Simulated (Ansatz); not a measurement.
# H6InP: the cost of one run

Program: Ansatz 0.2.0. Level of theory: RKS B3LYP-D4/def2-SVP. These are calculated values, not measurements.

### Step 1. The system as given

Bond lengths: P1–In2 2.444 Å, P1–H3 1.497 Å, P1–H4 1.356 Å, P1–H5 1.421 Å, In2–H6 1.815 Å, In2–H7 1.837 Å, In2–H8 1.793 Å. Angles: P1–In2–H6 110.6°, P1–In2–H7 109.4°, P1–In2–H8 109.2°, H6–In2–H7 109.1°, H6–In2–H8 110.8°, H7–In2–H8 107.8°, In2–P1–H3 109.7°, In2–P1–H4 111.3°, In2–P1–H5 111.8°, H3–P1–H4 109.5°, H3–P1–H5 106.1°, H4–P1–H5 108.4°.

As a file:

```xyz
8

P    -0.6209    0.0313   -1.0978
In    0.5995   -0.0851    1.0168
H    -1.8862    0.8079   -0.9074
H    -0.9165   -1.2073   -1.5642
H     0.1183    0.7228   -2.0953
H    -0.3019    0.7946    2.3232
H     2.2549    0.6830    0.8077
H     0.8450   -1.8042    1.4612
```

### Step 2. End point A

File input.yaml:

```yaml
crystal:
  periodic: [false, false, false]
  atoms:
    - { symbol: P, position_ang: [-0.6209, 0.0313, -1.0978] }
    - { symbol: In, position_ang: [0.5995, -0.0851, 1.0168] }
    - { symbol: H, position_ang: [-1.8862, 0.8079, -0.9074] }
    - { symbol: H, position_ang: [-0.9165, -1.2073, -1.5642] }
    - { symbol: H, position_ang: [0.1183, 0.7228, -2.0953] }
    - { symbol: H, position_ang: [-0.3019, 0.7946, 2.3232] }
    - { symbol: H, position_ang: [2.2549, 0.683, 0.8077] }
    - { symbol: H, position_ang: [0.845, -1.8042, 1.4612] }
basis:
  gaussian: { orbitals: def2-SVP }
hamiltonian:
  xc: b3lyp
  dispersion: d4
relax:
  f_tol: 0.015
  max_steps: 40
```

Run with:

```bash
ansatz run input.yaml --threads 1 --pin off --max-ram 2048MiB --backend cpu --events-out ev --progress --plain --runs-dir out
```

Q: Estimate wall time and peak memory on 1 thread of Intel Xeon at 2.70GHz, shared host.

About 21 s, with a peak of 0.16 GiB.
